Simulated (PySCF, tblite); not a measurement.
# C₈H₅ClN₂S: excited states

What do calculations give for the excited states of C₈H₅ClN₂S (`C=Cc1ccc(Cl)c2nsnc12`)?

Computed with tblite 0.8.0 and PySCF 2.14.0 and routines of our own; the level stands in each step. Atoms count from 0.

### 1 The system as given

17 atoms, charge 0, multiplicity 1; geometry from: force field or distance geometry start.

### 2 Optimising the geometry with GFN2-xTB

Job settings and geometry (Å):

```
{"job": {"kind": "relax", "xc": "GFN2-xTB", "basis": "xTB"}, "charge": 0, "multiplicity": 1}
C      2.946900    -0.442000     0.068300
C      1.941700     0.444100     0.176200
C      0.555400     0.060500     0.247100
C      0.129300    -1.241200     0.172900
C     -1.205900    -1.587200     0.245400
C     -2.168200    -0.622400     0.355600
Cl    -3.863400    -1.014900     0.428700
C     -1.766300     0.726900     0.428400
N     -2.558600     1.783600     0.542400
S     -1.695000     3.217000     0.588900
N     -0.240500     2.373600     0.441200
C     -0.444800     1.050400     0.369200
H      2.800900    -1.490900     0.017400
H      3.981800    -0.078100     0.029100
H      2.267600     1.498400     0.238300
H      0.842200    -2.051500     0.098300
H     -1.530000    -2.614100     0.192200
```

The run is started by

```console
$ OMP_NUM_THREADS=1 python excited_run.py task.json out
```

The driver reads the jobs from task.json and runs them one after another.

The log of the run:

```text
step      E/eV     max force
  0    -905.45539    4.167
  1    -905.84889    1.813
  2    -905.92903    0.719
  3    -905.94429    0.472
  4    -905.95451    0.284
  5    -905.96300    0.271
  6    -905.96972    0.248
  7    -905.97313    0.141
  8    -905.97432    0.114
  9    -905.97512    0.077
 10    -905.97592    0.090
 11    -905.97663    0.089
 12    -905.97727    0.104
 13    -905.97802    0.110
 14    -905.97910    0.111
 15    -905.98051    0.105
 16    -905.98195    0.087
 17    -905.98307    0.076
 18    -905.98376    0.071
 19    -905.98415    0.052
 20    -905.98434    0.023
 21    -905.98442    0.024
 22    -905.98447    0.026
 23    -905.98453    0.022
 24    -905.98458    0.018
 25    -905.98462    0.013
 26    -905.98464    0.009
```

It took 0.3 s on 1 thread of Arm Neoverse V1, shared host.

Along the way:

```tsv
step	energy from step 0 (eV)	largest force (eV/Å)
0	0.0000	4.1669
1	-0.3935	1.8126
2	-0.4736	0.7194
3	-0.4889	0.4720
4	-0.4991	0.2842
5	-0.5076	0.2713
6	-0.5143	0.2477
7	-0.5177	0.1409
8	-0.5189	0.1143
9	-0.5197	0.0767
10	-0.5205	0.0900
11	-0.5212	0.0886
12	-0.5219	0.1044
13	-0.5226	0.1103
14	-0.5237	0.1108
15	-0.5251	0.1051
16	-0.5266	0.0873
17	-0.5277	0.0765
18	-0.5284	0.0705
19	-0.5288	0.0516
20	-0.5290	0.0233
21	-0.5290	0.0236
22	-0.5291	0.0255
23	-0.5291	0.0224
24	-0.5292	0.0184
25	-0.5292	0.0126
26	-0.5293	0.0090
```

Distances of close pairs at the start and the end, largest changes first:

```tsv
bond	before (Å)	after (Å)	change (Å)
S9–N10	1.688	1.606	-0.082
C7–C11	1.362	1.441	+0.079
N8–S9	1.674	1.604	-0.070
C1–H14	1.105	1.082	-0.023
C5–Cl6	1.742	1.719	-0.023
C0–H13	1.098	1.076	-0.022
C3–C4	1.381	1.402	+0.021
C0–H12	1.060	1.077	+0.016
```

The end geometry stands in the next job.

### 3 Infrared spectrum with GFN2-xTB

Job settings and geometry (Å):

```
{"job": {"kind": "ir", "xc": "GFN2-xTB", "basis": "xTB"}, "charge": 0, "multiplicity": 1}
C      3.014020    -0.397952     0.069093
C      1.973477     0.421059     0.183182
C      0.574411     0.034700     0.241747
C      0.102477    -1.261206     0.184840
C     -1.261699    -1.580182     0.244141
C     -2.223282    -0.608565     0.363964
Cl    -3.894897    -1.002907     0.435228
C     -1.811625     0.735446     0.428167
N     -2.568317     1.825654     0.543841
S     -1.612592     3.113008     0.573234
N     -0.197857     2.365193     0.441037
C     -0.406715     1.051361     0.367054
H      2.913190    -1.468137     0.007534
H      4.019155    -0.015620     0.032968
H      2.132153     1.489596     0.240641
H      0.803957    -2.074532     0.089107
H     -1.562851    -2.614886     0.193773
```

The log of the run:

```text
mode    cm-1     km/mol
  1      41.6      0.04
  2      98.6      0.04
  3     164.4      0.08
  4     170.9      0.01
  5     171.6      0.32
  6     183.0      2.29
  7     308.2      0.16
  8     328.5      1.42
  9     383.9      1.57
 10     448.5      7.38
 11     481.0      9.95
 12     509.5      3.85
 13     523.3      2.20
 14     550.8     17.36
 15     615.1      0.42
 16     652.2      0.19
 17     674.4      1.28
 18     738.2      0.69
 19     763.5     13.60
 20     828.2     15.87
 21     871.5     99.92
 22     889.1     15.49
 23     894.1     62.42
 24     899.3      0.38
 25     946.2     40.67
 26    1014.3     17.02
 27    1019.9      1.00
 28    1053.7      2.56
 29    1162.7      8.85
 30    1216.4      1.40
 31    1275.4      2.99
 32    1289.6      4.59
 33    1311.8      7.05
 34    1336.9      1.26
 35    1388.8     13.16
 36    1413.9      0.67
 37    1486.9     69.15
 38    1514.7     12.97
 39    1570.4      3.04
 40    1662.2      1.81
 41    3074.6      6.44
 42    3100.0     11.28
 43    3108.9      0.69
 44    3112.9     27.98
 45    3136.1     30.26
```

Wall time 0.95 s (1 thread of Arm Neoverse V1, shared host).

Which atoms move in the most intense modes:

```tsv
cm⁻¹	km/mol	atoms
551	17.4	C5 30 %, C11 26 %, N10 15 %
872	99.9	N10 42 %, N8 27 %, S9 25 %
894	62.4	N8 45 %, N10 32 %
946	40.7	C5 32 %, N10 20 %, C3 12 %
1014	17.0	H14 59 %, H12 31 %
1487	69.2	C7 35 %, C11 15 %, C4 14 %
3113	28.0	H12 38 %, H15 26 %, H13 23 %
3136	30.3	H13 60 %, H12 28 %
```

### 4 Excited states: TDA B3LYP/def2-SVP

The job, as its differences from that of step 3:

```diff
@@ -1,2 +1,2 @@
-{"job": {"kind": "ir", "xc": "GFN2-xTB", "basis": "xTB"}, "charge": 0, "multiplicity": 1}
+{"job": {"kind": "states", "xc": "B3LYP", "basis": "def2-SVP", "tda": true, "soc": true, "nstates": 5, "ntriplets": 5, "nquad": 4}, "charge": 0, "multiplicity": 1}
 C      3.014020    -0.397952     0.069093
```

Method: TDA B3LYP/def2-SVP excited states, vertical, gas phase, spin-orbit mean-field couplings.

The log of the run:

```text
coarse grid: 17160 points
cycle   1  E = -1274.9285190768  dE =  2.420e+00  |g| = 5.282e-01  |ddm| = 6.119e+00
cycle   2  E = -1274.8445375586  dE =  8.398e-02  |g| = 7.622e-01  |ddm| = 1.805e+00
cycle   3  E = -1275.0001307043  dE = -1.556e-01  |g| = 1.420e-01  |ddm| = 1.106e+00
cycle   4  E = -1275.0036290998  dE = -3.498e-03  |g| = 9.698e-02  |ddm| = 3.032e-01
cycle   5  E = -1275.0057170329  dE = -2.088e-03  |g| = 3.790e-02  |ddm| = 1.374e-01
cycle   6  E = -1275.0060382520  dE = -3.212e-04  |g| = 1.080e-02  |ddm| = 4.545e-02
cycle   7  E = -1275.0060641806  dE = -2.593e-05  |g| = 2.668e-03  |ddm| = 1.457e-02
cycle   8  E = -1275.0060659671  dE = -1.786e-06  |g| = 7.883e-04  |ddm| = 4.253e-03
final grid: 162000 points
cycle   9  E = -1275.1622366014  dE = -4.456e-05  |g| = 5.192e-03  |ddm| = 6.892e-02
cycle  10  E = -1275.1622283311  dE =  8.270e-06  |g| = 7.359e-03  |ddm| = 1.712e-02
cycle  11  E = -1275.1622434312  dE = -1.510e-05  |g| = 1.575e-03  |ddm| = 1.166e-02
cycle  12  E = -1275.1622441438  dE = -7.126e-07  |g| = 2.687e-04  |ddm| = 2.147e-03
cycle  13  E = -1275.1622441583  dE = -1.447e-08  |g| = 1.506e-04  |ddm| = 5.489e-04
cycle  14  E = -1275.1622441622  dE = -3.958e-09  |g| = 8.466e-05  |ddm| = 2.600e-04
cycle  15  E = -1275.1622441639  dE = -1.630e-09  |g| = 2.695e-05  |ddm| = 1.239e-04
cycle  16  E = -1275.1622441640  dE = -1.710e-10  |g| = 7.067e-06  |ddm| = 3.779e-05
converged SCF energy = -1275.1622441640

Singlet excitations
state   eV       nm        f     d(h-e)  d(exc)  Lambda  PR(NTO)  |dmu|/D   mu/D   main configurations
  1   3.3263   372.7   0.18964   2.134   4.141   0.765   1.056    4.529    6.038   H->L 0.90
  2   4.2190   293.9   0.00000   0.739   3.149   0.432   1.004    1.691    0.873   H-3->L 0.96
  3   4.5610   271.8   0.12311   0.453   3.795   0.685   1.879    0.757    1.659   H-1->L 0.53, H->L+2 0.18, H->L+1 0.17
  4   4.8765   254.2   0.09666   0.419   4.094   0.690   1.430    1.361    3.036   H-2->L 0.69, H-1->L 0.11
  5   5.0272   246.6   0.00081   2.238   3.953   0.347   1.014                     H-4->L 0.85, H-6->L 0.12

Triplet excitations (Tamm-Dancoff)
state   eV     d(h-e)  d(exc)  Lambda  PR(NTO)   main configurations
  1   2.0463   0.835   3.618   0.769   1.057   H->L 0.94
  2   3.4293   0.424   3.169   0.694   1.576   H-1->L 0.69, H->L+1 0.20
  3   3.5305   0.179   3.088   0.720   1.991   H->L+1 0.39, H-1->L 0.27, H-2->L 0.23
  4   3.6805   0.479   2.850   0.425   1.017   H-3->L 0.87
  5   4.3131   0.773   3.644   0.693   1.909   H-2->L 0.41, H->L+2 0.18, H-5->L 0.17
S1 - T1 = 1.2801 eV

Spin-orbit couplings |<S|Hso|T>| (cm-1)
             T1       T2       T3       T4       T5
S0        0.229    0.177    0.310   68.596    0.399
S1        0.007    0.096    0.073   11.558    0.024
S2       17.591   24.546   20.116    0.078   26.605
S3        0.046    0.064    0.023   20.809    0.051
S4        0.194    0.063    0.124   21.171    0.275
S5       62.966    6.605   24.680    6.699   92.549
T1 sublevels (cm-1): 0.000 0.173 0.173   radiative rates (1/s): 0.624 0.0231 0.678
```

Run time: 57 s. Hardware: 1 thread of Arm Neoverse V1, shared host; peak memory 0.9 GiB.

Key values:

```tsv
quantity	value
S1 less T1	1.28 eV
```

### 5 What came out

```
                                 quantity                 value
strongest single infrared mode (GFN2-xTB)  872 cm⁻¹, 100 km/mol
             zero-point energy (GFN2-xTB)         69.2 kcal/mol
  S1 less T1 (step 4, TDA B3LYP/def2-SVP)               1.28 eV
```

In words: All 45 modes are real, so the xTB geometry is a minimum. The strongest single mode, at 872 cm⁻¹, has its largest shares on N10, N8 and S9 (the list is cut at 3 atoms). GFN2-xTB is a fitted tight-binding method: band positions and strengths are rough. Its intensities can rank the bands wrongly. In step 4, the number of triplets below S1 is 1, and the largest singlet-triplet spin-orbit coupling is S5–T5, 92.55 cm⁻¹.
